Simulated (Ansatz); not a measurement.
# NaMg2Si2: the cost of one run

Method: DFT PBE, scalar-relativistic, plane waves, PAW, in Ansatz 0.2.0.

## 1. Starting point

The structure is orthorhombic, space group Cmmm (No. 65). The conventional cell has a = 4.914 Å, b = 7.731 Å, c = 4.568 Å, α = 90.00°, β = 90.00°, γ = 90.00°. Na (site symmetry mmm) has 2 Si at 2.28 Å as nearest neighbours. Around Mg (site symmetry m2m) lie 2 Si at 1.87 to 2.00 Å. Around Si (site symmetry mmm) lie 2 Mg at 1.87 Å and 2 Na at 2.28 Å. Si (site symmetry mmm) is surrounded by 2 Mg at 2.00 Å.

Coordinates:

```cif
data_structure
_symmetry_space_group_name_H-M 'Cmmm'
_symmetry_Int_Tables_number 65
_cell_length_a 4.9143
_cell_length_b 7.7306
_cell_length_c 4.5683
_cell_angle_alpha 90.000
_cell_angle_beta 90.000
_cell_angle_gamma 90.000
_cell_volume 173.55
loop_
_atom_site_label
_atom_site_type_symbol
_atom_site_symmetry_multiplicity
_atom_site_Wyckoff_symbol
_atom_site_fract_x
_atom_site_fract_y
_atom_site_fract_z
_atom_site_occupancy
Na1 Na 2 c 0.50000 0.00000 0.50000 1
Mg1 Mg 4 i 0.50000 0.75868 0.00000 1
Si1 Si 2 b 0.50000 0.00000 0.00000 1
Si2 Si 2 a 0.00000 0.00000 0.00000 1
```

A structure generator made this guess: random cell by space group and Wyckoff sites (Cmmm, No. 65). Its size is a rough estimate.

## 2. Probe: one point on a coarse mesh

input.yaml

```yaml
crystal:
  lattice:
    - [2.45715299, -3.86530003, 0.0]
    - [2.45715299, 3.86530003, 0.0]
    - [0.0, 0.0, 4.56834765]
  atoms:
    - { symbol: Na, position: [0.5, 0.5, 0.5] }
    - { symbol: Mg, position: [0.74132282, 0.25867718, 0.0] }
    - { symbol: Mg, position: [0.25867718, 0.74132282, 0.0] }
    - { symbol: Si, position: [0.5, 0.5, 0.0] }
    - { symbol: Si, position: [0.0, 0.0, 0.0] }
basis:
  ecutwfc: 420
kpoints:
  mp_grid: { grid: [4, 4, 4] }
hamiltonian:
  xc: pbe
scf:
  occupations: { method: gaussian, width: 0.1 }
  lower_state_search: "off"
output:
  forces: true
  stress: true
  eigenvalues: true
```

Launch:

```
$ ansatz run input.yaml --threads 1 --pin off --max-ram 2560MiB --backend cpu --events-out ev --progress --plain --runs-dir out
```

What time and memory should one allow on 1 thread of Arm Neoverse V1, shared host?

About 2.7 s, with a peak of 0.33 GiB.
